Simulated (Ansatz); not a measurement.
# In(PF3)H3 (F3H3InP): structure and electronic state

What does In(PF3)H3 (F3H3InP) look like as a singlet, and where do its frontier electrons sit?

Computed with Ansatz 0.2.0, Gaussian basis. Level: RKS PBE0-D4/def2-TZVP.

The runs, in order: relaxation at r2SCAN-D4/def2-SVP; a search for the lowest solution at PBE0-D4/def2-SVP; a single point at PBE0-D4/def2-TZVP.

## 1. Where the work starts

8 atoms, charge 0, spin multiplicity 1.

Atoms are counted from 1 here; the program's logs count them from 0.

Bond lengths: In1–P2 2.788 Å, In1–H6 1.707 Å, In1–H7 1.705 Å, In1–H8 1.704 Å, P2–F3 1.587 Å, P2–F4 1.584 Å, P2–F5 1.584 Å. Angles: P2–In1–H6 87.9°, P2–In1–H7 100.0°, P2–In1–H8 90.8°, H6–In1–H7 118.8°, H6–In1–H8 121.0°, H7–In1–H8 119.5°, In1–P2–F3 143.1°, In1–P2–F4 121.4°, In1–P2–F5 80.7°, F3–P2–F4 95.3°, F3–P2–F5 93.7°, F4–P2–F5 94.1°.

In takes a core potential in the def2 sets. No spin-orbit coupling is included.

The start is a GFN2-xTB geometry.

## 2. Optimising with r2SCAN-D4/def2-SVP

File in.yaml:

```yaml
crystal:
  periodic: [false, false, false]
  atoms:
    - {symbol: In, position_ang: [0.054760, -0.064930, -1.604330]}
    - {symbol: P, position_ang: [-0.290630, 0.327820, 1.134090]}
    - {symbol: F, position_ang: [-1.237350, -0.028670, 2.357270]}
    - {symbol: F, position_ang: [0.809420, 1.058590, 2.009400]}
    - {symbol: F, position_ang: [0.450520, -1.072120, 1.167700]}
    - {symbol: H, position_ang: [1.739070, -0.038020, -1.331230]}
    - {symbol: H, position_ang: [-0.702340, 1.340410, -2.202720]}
    - {symbol: H, position_ang: [-0.823450, -1.523080, -1.530180]}
basis:
  gaussian: {orbitals: def2-SVP}
hamiltonian: {xc: r2scan, dispersion: d4}
scf: {omitted_lower_state_checks: [starts]}
output: {orbitals: {seedname: orbitals}}
relax: {f_tol: 0.02, max_steps: 100}
```

The run is started by

```sh
ansatz run in.yaml --threads 4 --pin off --events-out ev --progress --plain --max-ram 3916MiB
```

After this run come: Searching for the lowest solution, PBE0-D4/def2-SVP; Single point, PBE0-D4/def2-TZVP.

**Question.** What will the summary of the whole plan be? Wanted: point group; commonest bond, hydrogen aside; HOMO, LUMO at PBE0-D4/def2-TZVP; dipole at r2SCAN-D4/def2-SVP.

As calculated:

| quantity | value |
| --- | --- |
| point group | C3v |
| commonest bond, hydrogen aside | F–P, 3 of mean length 1.588 Å |
| HOMO, LUMO at PBE0-D4/def2-TZVP | -8.18, -1.19 eV |
| dipole at r2SCAN-D4/def2-SVP | 0.76 D |

**Reading.** The molecule keeps its bonding pattern by the stored test; the atoms moved 0.44 Å (rms), and the angle In1–P2–F5 went from 81° to 119°. No usable vibrations, so a minimum isn't proven.
